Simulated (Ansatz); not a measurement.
# ZrSn3O8: the cell at several levels of theory

How does the equilibrium cell of ZrSn3O8 (rutile host) depend on the functional? It is relaxed with PBE, r2SCAN and PBEsol. This is a trial cell built on a prototype, not taken from a measured structure, and it needn't be the compound's ground state.

Code: Ansatz 0.2.0. PAW datasets, plane waves, zero pressure. Spin-unpolarised throughout. Whether this structure exists isn't addressed.

## (1) The structure to begin with

The symmetry is Cmmm (No. 65, orthorhombic); conventional cell a = 6.904 Å, b = 6.904 Å, c = 6.572 Å, 13.05 Å³ an atom. Around Sn lie 6 O at 2.11–2.12 Å; around Zr lie 6 O at 2.11–2.12 Å; around O lie 2 Sn at 2.11–2.12 Å and 1 Zr at 2.12 Å; around O lie 1 Zr at 2.11 Å and 2 Sn at 2.12 Å.

The structure in full:

```cif
data_structure
_symmetry_space_group_name_H-M 'P 1'
_symmetry_Int_Tables_number 1
_cell_length_a 4.8818
_cell_length_b 4.8818
_cell_length_c 6.5725
_cell_angle_alpha 90.000
_cell_angle_beta 90.000
_cell_angle_gamma 90.000
_cell_volume 156.63
loop_
_atom_site_label
_atom_site_type_symbol
_atom_site_fract_x
_atom_site_fract_y
_atom_site_fract_z
_atom_site_occupancy
Sn1 Sn 0.50000 0.50000 0.25000 1
Zr1 Zr 0.00000 0.00000 0.00000 1
O1 O 0.19403 0.19403 0.25000 1
O2 O 0.80597 0.80597 0.25000 1
O3 O 0.69403 0.30597 0.00000 1
O4 O 0.30597 0.69403 0.00000 1
Sn2 Sn 0.50000 0.50000 0.75000 1
Sn3 Sn 0.00000 0.00000 0.50000 1
O5 O 0.19403 0.19403 0.75000 1
O6 O 0.80597 0.80597 0.75000 1
O7 O 0.69403 0.30597 0.50000 1
O8 O 0.30597 0.69403 0.50000 1
```

## (2) Relaxing with PBE

Input file input.yaml:

```yaml
crystal:
  lattice:
    - [3.45193456, -3.45193456, 0.0]
    - [3.45193456, 3.45193456, 0.0]
    - [0.0, 0.0, 6.57245862]
  atoms:
    - { symbol: Sn, position: [0.5, 0.5, 0.25] }
    - { symbol: Zr, position: [0.0, 0.0, 0.0] }
    - { symbol: O, position: [0.1940277, 0.1940277, 0.25] }
    - { symbol: O, position: [0.8059723, 0.8059723, 0.25] }
    - { symbol: O, position: [0.6940277, 0.3059723, 0.0] }
    - { symbol: O, position: [0.3059723, 0.6940277, 0.0] }
    - { symbol: Sn, position: [0.5, 0.5, 0.75] }
    - { symbol: Sn, position: [0.0, 0.0, 0.5] }
    - { symbol: O, position: [0.1940277, 0.1940277, 0.75] }
    - { symbol: O, position: [0.8059723, 0.8059723, 0.75] }
    - { symbol: O, position: [0.6940277, 0.3059723, 0.5] }
    - { symbol: O, position: [0.3059723, 0.6940277, 0.5] }
kpoints:
  mp_grid: { grid: [6, 6, 4] }
hamiltonian:
  xc: pbe
scf:
  occupations: { method: fermi_dirac, width: 0.02 }
relax:
  f_tol: 0.005
  cell: {}
```

The runs that follow: r2SCAN: cell and atoms; Relaxing with PBEsol.

Before running it: what results should come out? Wanted: for each run, a; b; c; volume; space group; SCF geometries.

As calculated:

```
 level  a (Å)  b (Å)  c (Å)  volume (Å³/atom)  space group  SCF geometries
   PBE  6.843  6.874  6.497            12.736         Cmmm               8
r2SCAN  6.759  6.792  6.435            12.310         Cmmm               6
PBEsol  6.766  6.797  6.444            12.347         Cmmm               8
```

What this shows: From the start to the first minimum the volume moved by -2.4 %. r2SCAN gives the smallest cell and PBE the largest; they differ by 3.5 % in volume, a mean of 1.1 % in length.
